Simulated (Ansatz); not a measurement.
What does this script print? It uses Ansatz 0.2.0, Python API.

`kauf3.py`:
```python
# -*- coding: utf-8 -*-
'''How the energy of KAuF3 depends on the smearing.'''

import argparse
import warnings

import ansatz
from tabulate import tabulate

parser = argparse.ArgumentParser(description='How the energy of KAuF3 depends on the smearing.')
parser.add_argument('--functional', default='pbesol', help='exchange-correlation functional')
args = parser.parse_args()

warnings.simplefilter('ignore', ansatz.DeckWarning)

structure = (
    ansatz.Lattice.cubic(4.4844)
    .space_group(221)
    .atom('K', (0.5, 0.5, 0.5))
    .atom('Au', (0.0, 0.0, 0.0))
    .atom('F', (0.5, 0.0, 0.0))
)

job = (
    structure.calculation()
    .pseudopotentials('paw')
    .kpoints(5, center='gamma')
    .basis(35 * ansatz.Ry)
    .functional(args.functional)
    .stress()
)

rows = []
for value in [0.25, 0.15, 0.1, 0.05, 0.025]:
    summary = job.occupations('cold', width=value).run().report
    rows.append((value, summary['free_energy_ev'] / len(summary['lattice']['sites']), summary['n_iterations'], sum(summary['stress_gpa'][i][i] for i in range(3)) / 3, summary['n_kpoints']))

print(tabulate(rows, headers=['width (eV)', 'F/atom (eV)', 'iterations', 'P (GPa)', 'k-points'], floatfmt='.4f', tablefmt='grid'))

# differences from the last row
for row in rows[:-1]:
    shift = 1000 * (row[1] - rows[-1][1])
    print(f'{row[0]}: {shift:+.2f} meV/atom' + ('  (within 1 meV)' if abs(shift) < 1 else ''))
```

`python kauf3.py` gives:
```text
+--------------+---------------+--------------+-----------+------------+
|   width (eV) |   F/atom (eV) |   iterations |   P (GPa) |   k-points |
+==============+===============+==============+===========+============+
|       0.2500 |    -3384.7920 |            7 |   -3.4249 |         10 |
+--------------+---------------+--------------+-----------+------------+
|       0.1500 |    -3384.7920 |            7 |   -3.4230 |         10 |
+--------------+---------------+--------------+-----------+------------+
|       0.1000 |    -3384.7919 |            7 |   -3.4148 |         10 |
+--------------+---------------+--------------+-----------+------------+
|       0.0500 |    -3384.7914 |            8 |   -3.4100 |         10 |
+--------------+---------------+--------------+-----------+------------+
|       0.0250 |    -3384.7911 |            9 |   -3.4100 |         10 |
+--------------+---------------+--------------+-----------+------------+
0.25: -0.88 meV/atom  (within 1 meV)
0.15: -0.89 meV/atom  (within 1 meV)
0.1: -0.80 meV/atom  (within 1 meV)
0.05: -0.29 meV/atom  (within 1 meV)
```

Going from 0.025 to 0.25 eV changes F by -0.9 meV an atom. This scheme is built to cancel the term in the square of the width, so the shifts stay small and are partly the mesh's error. The pressure moves from -3.41 to -3.42 GPa.

Caveats:
- The cell holds an odd number of electrons and is run without spin, so a magnetic state may lie lower.
- For a metal this k-point mesh is coarse: on a finer one energies can move by several to tens of meV an atom and pressures by half a GPa or more, differences at one mesh by less.
- The narrowest width needs the finest mesh, so the last row is no converged reference.
- Pressure is positive in compression.
- Spin-orbit coupling, which matters for elements this heavy, is left out.
- The structure comes from a database of computed cells and needn't be a stable or known phase.
- The whole script took 9.9 s on 1 thread of Arm Neoverse V1, on a shared host, peak memory 0.4 GiB.
